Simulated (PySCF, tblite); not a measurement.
# C6H9N3: a rotation path, then NMR shifts on frames, part 2 of 2

tblite 0.8.0 and PySCF 2.14.0. Atoms count from 0. The steps go on from the part before.

**5. NMR shieldings: image 4, PBE0/pcSseg-1**

What the job is given:

```
{"job": {"kind": "nmr", "xc": "PBE0", "basis": "pcSseg-1", "pop": false}, "charge": 0, "multiplicity": 1}
N      3.827400    -0.770800     2.387600
C      2.825400    -0.526900     1.880300
C      1.646400    -0.232700     1.268700
C      0.598200     0.050600     0.736500
C     -0.625300     0.354200     0.043700
C     -0.349800     1.266500    -1.203000
N      1.018500     1.657000    -1.442000
C     -1.319400    -0.977000    -0.364100
N     -1.664300    -1.857500     0.725200
H     -1.283400     0.886500     0.741100
H     -0.934000     2.184900    -1.101500
H     -0.696500     0.743500    -2.097900
H      1.395600     2.185700    -0.663300
H      1.615400     0.851800    -1.594900
H     -0.654800    -1.528400    -1.035000
H     -2.236000    -0.736000    -0.908600
H     -2.331000    -1.429000     1.357300
H     -0.841000    -2.116400     1.258100
```

Method: GIAO PBE0/pcSseg-1 NMR shielding, non-relativistic, gas phase.

Log:

```text
coarse grid: 15288 points
cycle   1  E = -397.5694646479  dE =  1.277e+00  |g| = 5.728e-01  |ddm| = 4.143e+00
cycle   2  E = -397.4336253464  dE =  1.358e-01  |g| = 9.704e-01  |ddm| = 1.674e+00
cycle   3  E = -397.6319249516  dE = -1.983e-01  |g| = 2.457e-01  |ddm| = 1.119e+00
cycle   4  E = -397.6451649934  dE = -1.324e-02  |g| = 6.831e-02  |ddm| = 2.494e-01
cycle   5  E = -397.6461498263  dE = -9.848e-04  |g| = 1.736e-02  |ddm| = 7.197e-02
cycle   6  E = -397.6461937997  dE = -4.397e-05  |g| = 1.067e-02  |ddm| = 1.950e-02
cycle   7  E = -397.6462191298  dE = -2.533e-05  |g| = 2.892e-03  |ddm| = 8.928e-03
cycle   8  E = -397.6462211971  dE = -2.067e-06  |g| = 3.793e-04  |ddm| = 3.177e-03
final grid: 148576 points
cycle   9  E = -397.6955844522  dE = -4.499e-05  |g| = 8.750e-03  |ddm| = 8.135e-02
cycle  10  E = -397.6955788011  dE =  5.651e-06  |g| = 1.020e-02  |ddm| = 1.864e-02
cycle  11  E = -397.6956016815  dE = -2.288e-05  |g| = 1.881e-03  |ddm| = 9.971e-03
cycle  12  E = -397.6956024554  dE = -7.739e-07  |g| = 6.091e-04  |ddm| = 1.771e-03
cycle  13  E = -397.6956025337  dE = -7.824e-08  |g| = 1.211e-04  |ddm| = 5.765e-04
cycle  14  E = -397.6956025362  dE = -2.545e-09  |g| = 5.680e-05  |ddm| = 1.558e-04
cycle  15  E = -397.6956025367  dE = -5.331e-10  |g| = 2.957e-05  |ddm| = 6.910e-05
converged SCF energy = -397.6956025367

GIAO shielding tensors (ppm)
atom      isotropic    diamagn.    paramagn.     s11        s22        s33       span
  0 N      -35.401     343.107    -378.508   -216.756   -212.778    323.332    540.089
  1 C       75.929     267.619    -191.690    -31.298    -31.087    290.170    321.468
  2 C      117.204     246.204    -129.000     38.993     52.748    259.872    220.879
  3 C       93.801     263.180    -169.379     -9.883     -4.516    295.802    305.684
  4 C      139.933     253.027    -113.094    110.890    143.202    165.707     54.817
  5 C      142.644     242.483     -99.839    116.733    149.323    161.875     45.142
  6 N      227.452     316.536     -89.084    213.269    226.707    242.381     29.111
  7 C      134.138     244.217    -110.079    100.652    141.197    160.566     59.914
  8 N      226.240     316.792     -90.552    201.625    226.312    250.783     49.158
  9 H       29.177      32.591      -3.414     25.919     28.022     33.591      7.672
 10 H       28.598      28.568       0.030     22.827     28.435     34.532     11.704
 11 H       29.386      29.307       0.079     23.517     30.532     34.110     10.593
 12 H       30.924      31.651      -0.728     25.919     27.417     39.435     13.516
 13 H       30.737      32.410      -1.673     25.477     28.152     38.582     13.106
 14 H       28.983      30.258      -1.275     24.240     29.815     32.894      8.654
 15 H       28.971      29.740      -0.769     23.397     29.720     33.797     10.400
 16 H       31.265      31.054       0.211     25.131     28.034     40.629     15.499
 17 H       30.331      32.062      -1.731     23.342     29.459     38.194     14.852
```

Run time: 42 s. Hardware: 1 thread of Intel Xeon Platinum 8259CL at 2.50GHz, shared host; peak memory 0.89 GiB.

In short: δ C1 111.0, C3 93.1, C2 69.7, C7 52.8, H10 3.12, H15 2.75 ppm.

**6. Nuclear shieldings: image 6, PBE0/pcSseg-1**

What the job is given:

```
{"job": {"kind": "nmr", "xc": "PBE0", "basis": "pcSseg-1", "pop": false}, "charge": 0, "multiplicity": 1}
N      3.751300    -0.574500     2.612500
C      2.761700    -0.363700     2.067400
C      1.597100    -0.110800     1.410900
C      0.557100     0.146500     0.849700
C     -0.647100     0.391500     0.102300
C     -0.375100     1.397100    -1.063800
N      0.942200     1.379400    -1.649000
C     -1.215800    -0.957500    -0.422500
N     -1.551500    -1.927800     0.591100
H     -1.387100     0.836200     0.778400
H     -0.548400     2.413000    -0.697800
H     -1.095100     1.194500    -1.861600
H      1.650300     1.622200    -0.965000
H      1.174700     0.473600    -2.038500
H     -0.483400    -1.418800    -1.090200
H     -2.120800    -0.746100    -0.998500
H     -2.278500    -1.586000     1.209800
H     -0.740500    -2.162500     1.153100
```

Method: GIAO PBE0/pcSseg-1 NMR shielding, non-relativistic, gas phase.

Log:

```text
coarse grid: 15288 points
cycle   1  E = -397.5728928140  dE =  1.278e+00  |g| = 5.728e-01  |ddm| = 4.128e+00
cycle   2  E = -397.4362825765  dE =  1.366e-01  |g| = 9.723e-01  |ddm| = 1.676e+00
cycle   3  E = -397.6356459222  dE = -1.994e-01  |g| = 2.443e-01  |ddm| = 1.120e+00
cycle   4  E = -397.6487016203  dE = -1.306e-02  |g| = 6.904e-02  |ddm| = 2.499e-01
cycle   5  E = -397.6497126553  dE = -1.011e-03  |g| = 1.704e-02  |ddm| = 7.335e-02
cycle   6  E = -397.6497540668  dE = -4.141e-05  |g| = 1.067e-02  |ddm| = 1.915e-02
cycle   7  E = -397.6497794338  dE = -2.537e-05  |g| = 2.858e-03  |ddm| = 8.915e-03
cycle   8  E = -397.6497814582  dE = -2.024e-06  |g| = 3.800e-04  |ddm| = 3.151e-03
final grid: 148576 points
cycle   9  E = -397.6988106553  dE = -4.493e-05  |g| = 8.925e-03  |ddm| = 8.211e-02
cycle  10  E = -397.6988041100  dE =  6.545e-06  |g| = 1.053e-02  |ddm| = 1.901e-02
cycle  11  E = -397.6988285563  dE = -2.445e-05  |g| = 1.990e-03  |ddm| = 9.988e-03
cycle  12  E = -397.6988294495  dE = -8.933e-07  |g| = 5.942e-04  |ddm| = 1.777e-03
cycle  13  E = -397.6988295255  dE = -7.592e-08  |g| = 1.189e-04  |ddm| = 5.773e-04
cycle  14  E = -397.6988295281  dE = -2.682e-09  |g| = 4.807e-05  |ddm| = 1.569e-04
cycle  15  E = -397.6988295285  dE = -3.638e-10  |g| = 2.534e-05  |ddm| = 5.766e-05
converged SCF energy = -397.6988295285

GIAO shielding tensors (ppm)
atom      isotropic    diamagn.    paramagn.     s11        s22        s33       span
  0 N      -35.127     342.912    -378.039   -217.158   -212.984    324.761    541.919
  1 C       75.908     267.244    -191.336    -31.323    -31.055    290.101    321.425
  2 C      117.798     246.027    -128.229     39.325     52.354    261.715    222.391
  3 C       93.354     263.256    -169.902    -10.104     -3.916    294.082    304.185
  4 C      140.239     252.406    -112.167    120.347    139.535    160.835     40.488
  5 C      140.318     242.331    -102.013    117.468    148.174    155.311     37.843
  6 N      234.452     318.241     -83.790    211.535    240.233    251.587     40.052
  7 C      134.566     244.587    -110.020    102.146    144.016    157.538     55.392
  8 N      228.373     316.606     -88.233    203.427    230.803    250.889     47.462
  9 H       29.448      32.431      -2.983     26.426     27.828     34.091      7.666
 10 H       28.643      28.665      -0.022     22.694     28.322     34.915     12.221
 11 H       29.133      29.253      -0.120     23.877     29.397     34.125     10.248
 12 H       30.562      32.081      -1.520     24.201     28.255     39.228     15.027
 13 H       31.140      32.716      -1.576     25.078     28.657     39.687     14.609
 14 H       28.845      30.597      -1.751     23.733     30.220     32.582      8.849
 15 H       28.959      30.117      -1.157     23.305     29.681     33.893     10.588
 16 H       31.215      31.042       0.172     25.026     28.015     40.603     15.577
 17 H       30.371      32.121      -1.750     23.207     29.418     38.489     15.281
```

It took 38 s on 1 thread of Intel Xeon Platinum 8259CL at 2.50GHz, shared host; peak memory 0.9 GiB.

In short: δ C1 111.0, C3 93.6, C2 69.1, C7 52.4, H10 3.07, H14 2.87 ppm.

**7. Nuclear shieldings: image 8, PBE0/pcSseg-1**

What the job is given:

```
{"job": {"kind": "nmr", "xc": "PBE0", "basis": "pcSseg-1", "pop": false}, "charge": 0, "multiplicity": 1}
N      3.675100    -0.439500     2.905500
C      2.722200    -0.240200     2.294000
C      1.594500    -0.012900     1.567300
C      0.575200     0.201400     0.952500
C     -0.604000     0.400200     0.153100
C     -0.342700     1.484900    -0.933500
N      0.707000     1.205300    -1.879700
C     -1.051400    -0.949000    -0.475200
N     -1.490300    -1.952900     0.463500
H     -1.410200     0.767100     0.802000
H     -0.093200     2.424300    -0.430700
H     -1.269700     1.633400    -1.493800
H      1.593500     1.062200    -1.408900
H      0.500100     0.382000    -2.432500
H     -0.222200    -1.377700    -1.045400
H     -1.877800    -0.747900    -1.163700
H     -2.272500    -1.621100     1.016800
H     -0.742300    -2.213300     1.097000
```

Method: GIAO PBE0/pcSseg-1 NMR shielding, non-relativistic, gas phase.

Log:

```text
coarse grid: 15288 points
cycle   1  E = -397.5749971549  dE =  1.279e+00  |g| = 5.722e-01  |ddm| = 4.150e+00
cycle   2  E = -397.4389683661  dE =  1.360e-01  |g| = 9.706e-01  |ddm| = 1.694e+00
cycle   3  E = -397.6377742781  dE = -1.988e-01  |g| = 2.446e-01  |ddm| = 1.124e+00
cycle   4  E = -397.6508882459  dE = -1.311e-02  |g| = 6.903e-02  |ddm| = 2.491e-01
cycle   5  E = -397.6519073775  dE = -1.019e-03  |g| = 1.645e-02  |ddm| = 7.119e-02
cycle   6  E = -397.6519461493  dE = -3.877e-05  |g| = 1.029e-02  |ddm| = 1.845e-02
cycle   7  E = -397.6519695241  dE = -2.337e-05  |g| = 2.885e-03  |ddm| = 8.521e-03
cycle   8  E = -397.6519715868  dE = -2.063e-06  |g| = 3.856e-04  |ddm| = 3.173e-03
final grid: 148576 points
cycle   9  E = -397.7018029555  dE = -4.987e-05  |g| = 9.309e-03  |ddm| = 8.549e-02
cycle  10  E = -397.7017948601  dE =  8.095e-06  |g| = 1.116e-02  |ddm| = 1.815e-02
cycle  11  E = -397.7018222230  dE = -2.736e-05  |g| = 2.166e-03  |ddm| = 9.868e-03
cycle  12  E = -397.7018232829  dE = -1.060e-06  |g| = 6.179e-04  |ddm| = 1.898e-03
cycle  13  E = -397.7018233646  dE = -8.173e-08  |g| = 1.259e-04  |ddm| = 6.171e-04
cycle  14  E = -397.7018233675  dE = -2.916e-09  |g| = 5.286e-05  |ddm| = 1.668e-04
cycle  15  E = -397.7018233679  dE = -4.276e-10  |g| = 2.834e-05  |ddm| = 6.327e-05
converged SCF energy = -397.7018233679

GIAO shielding tensors (ppm)
atom      isotropic    diamagn.    paramagn.     s11        s22        s33       span
  0 N      -35.291     342.870    -378.161   -216.230   -214.261    324.619    540.849
  1 C       75.758     267.333    -191.576    -31.460    -31.234    289.968    321.428
  2 C      120.155     245.245    -125.090     43.893     52.769    263.803    219.909
  3 C       92.003     263.074    -171.072    -13.090     -4.079    293.177    306.267
  4 C      140.349     251.903    -111.554    129.909    133.752    157.387     27.478
  5 C      136.599     242.792    -106.193    115.422    142.734    151.642     36.220
  6 N      240.426     318.989     -78.563    211.011    250.709    259.558     48.547
  7 C      135.559     244.811    -109.252    109.434    143.430    153.813     44.379
  8 N      230.816     315.871     -85.055    203.497    236.368    252.582     49.085
  9 H       29.667      32.330      -2.663     26.527     28.262     34.212      7.685
 10 H       28.558      28.903      -0.345     23.270     28.109     34.295     11.026
 11 H       28.817      29.371      -0.554     23.736     28.460     34.254     10.518
 12 H       30.672      32.525      -1.853     23.593     29.009     39.413     15.820
 13 H       31.187      32.187      -1.000     24.493     29.082     39.987     15.494
 14 H       28.667      30.948      -2.281     23.492     30.147     32.362      8.870
 15 H       28.835      30.470      -1.635     23.045     29.854     33.605     10.560
 16 H       31.333      31.005       0.328     24.925     28.383     40.690     15.766
 17 H       30.453      31.907      -1.455     23.444     29.214     38.700     15.257
```

It took 40 s on 1 thread of Intel Xeon Platinum 8259CL at 2.50GHz, shared host; peak memory 0.9 GiB.

This run: δ C1 111.2, C3 94.9, C2 66.8, C7 51.4, H10 3.16, H14 3.05 ppm.

**8. Comparing the runs: NMR shifts**

Shifts (ppm) of some atoms, chosen among heavy atoms and hydrogens apart, with basis size and wall time:

```
  frame    C2    C4    C5   H13   H12    N6    N8  functions  time
image 0  66.9  52.5  50.7  1.34  0.38  38.6  38.0        198  58 s
image 2  69.0  49.0  46.4  1.31  0.47  37.5  39.5        198  42 s
image 4  69.7  47.0  44.3  0.98  0.79  40.3  41.5        198  42 s
image 6  69.1  46.7  46.6  0.58  1.16  33.3  39.4        198  38 s
image 8  66.8  46.6  50.3  0.53  1.05  27.3  36.9        198  40 s
```

**9. What came out**

The summary covers parts 1 to 2.

| quantity | value |
| --- | --- |
| barrier | 0.121 eV (2.8 kcal/mol) at image 4 |
| end to end (GFN2-xTB) | 0.003 eV |
| 13C shifts against TMS (PBE0/pcSseg-1, image 0) | 111.2, 95.5, 66.9, 52.5, 50.8, 50.7 ppm |
| 1H shifts against TMS (PBE0/pcSseg-1, image 0) | 2.86, 2.85, 2.69, 2.65, 2.01, 1.39, 1.34, 0.38, 0.34 ppm |
| 15N shifts against NH3 (PBE0/pcSseg-1, image 0) | 303.5, 38.6, 38.0 ppm |
| surface potential, 1st and 99th percentile | -1.59 V and 1.71 V |
| range of the shift of N6 | 27.3 to 40.3 ppm |

What this shows: Along the band the dihedral turns by 123°, and the top (dihedral -1°) lies 2.8 kcal/mol above the start (GFN2-xTB, rough), so at room temperature this motion is fast. The top was not checked by a frequency run. Shifts at one fixed geometry are not the observed spectrum, which averages over the motion. In the first frame run (image 0): The largest span, 541 ppm, is at N0, where the paramagnetic term is -379 ppm. By nearest atom (PBE0/pcSseg-1), the HOMO sits on N6, N8 about 32 % each; C4 9 % and the LUMO on C3 27 %; N0 24 %. In ppm, N6 moves most: its shift spreads over 13.0 ppm, from 27.3 (image 8) to 40.3 (image 4).
